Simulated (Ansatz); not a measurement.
# C4HF5: how energies converge with the basis set

An exercise on one series of results from a longer session: the logs are not shown, and one member is left open.

Method: one geometry, several basis sets; program: Ansatz 0.2.0, Gaussian basis.

The runs, in order: PBE0-D4/def2-SVP; ωB97M-V/def2-SVP; PBE0-D4/def2-QZVPP; ωB97M-V/def2-QZVPP; the functionals' def2-TZVPP values are taken from earlier runs.

### Structure used throughout

An earlier PBE0-D4 in a triple-zeta def2 set relaxation fixed the geometry.

SMILES `FC(F)C#CC(F)(F)F`, 10 atoms, charge 0, spin multiplicity 1.

Atoms are counted from 1 here; the program's logs count them from 0.

Bond lengths: F1–C2 1.351 Å, C2–F3 1.351 Å, C2–C4 1.463 Å, C2–H10 1.095 Å, C4–C5 1.196 Å, C5–C6 1.464 Å, C6–F7 1.332 Å, C6–F8 1.334 Å, C6–F9 1.334 Å. Angles: F1–C2–F3 108.1°, F1–C2–C4 110.1°, F1–C2–H10 108.4°, F3–C2–C4 110.1°, F3–C2–H10 108.4°, C4–C2–H10 111.5°, C2–C4–C5 177.8°, C4–C5–C6 179.5°, C5–C6–F7 111.1°, C5–C6–F8 110.9°, C5–C6–F9 110.9°, F7–C6–F8 107.9°, F7–C6–F9 107.9°, F8–C6–F9 107.9°.

The first run:

Contents of in.yaml:

```yaml
crystal:
  periodic: [false, false, false]
  atoms:
    - {symbol: F, position_ang: [2.798054, -0.319938, 0.428317]}
    - {symbol: C, position_ang: [1.919363, -0.564679, -0.567899]}
    - {symbol: F, position_ang: [1.959920, -1.885552, -0.847370]}
    - {symbol: C, position_ang: [0.569924, -0.178050, -0.155889]}
    - {symbol: C, position_ang: [-0.534749, 0.167794, 0.145137]}
    - {symbol: C, position_ang: [-1.887090, 0.583164, 0.523041]}
    - {symbol: F, position_ang: [-2.305911, -0.072138, 1.604883]}
    - {symbol: F, position_ang: [-2.751619, 0.342406, -0.463335]}
    - {symbol: F, position_ang: [-1.925771, 1.888533, 0.792916]}
    - {symbol: H, position_ang: [2.241079, -0.012541, -1.456900]}
basis:
  gaussian: {orbitals: def2-SVP}
hamiltonian: {xc: pbe0, dispersion: d4}
output: {orbitals: {seedname: orbitals}}
```

Command:

```bash
> ansatz run in.yaml --threads 8 --pin off --events-out ev --progress --plain --max-ram 20889MiB
```

Steps of the session up to this table: PBE0-D4 in def2-SVP; ωB97M-V in def2-SVP; PBE0-D4 in def2-QZVPP; ωB97M-V in def2-QZVPP.

One table of the session follows, with a row left open; its other results are not shown here.

```
functional       basis  HOMO (eV)
   PBE0-D4    def2-SVP      -9.60
   PBE0-D4  def2-TZVPP          ?
   PBE0-D4  def2-QZVPP      -9.65
   ωB97M-V    def2-SVP     -11.87
   ωB97M-V  def2-TZVPP     -11.92
   ωB97M-V  def2-QZVPP     -11.95
```

**Question.** Estimate the row for PBE0-D4, def2-TZVPP.

As computed: HOMO (eV): -9.63. In the column «HOMO (eV)» it lies between PBE0-D4, def2-QZVPP (-9.65) and PBE0-D4, def2-SVP (-9.60).
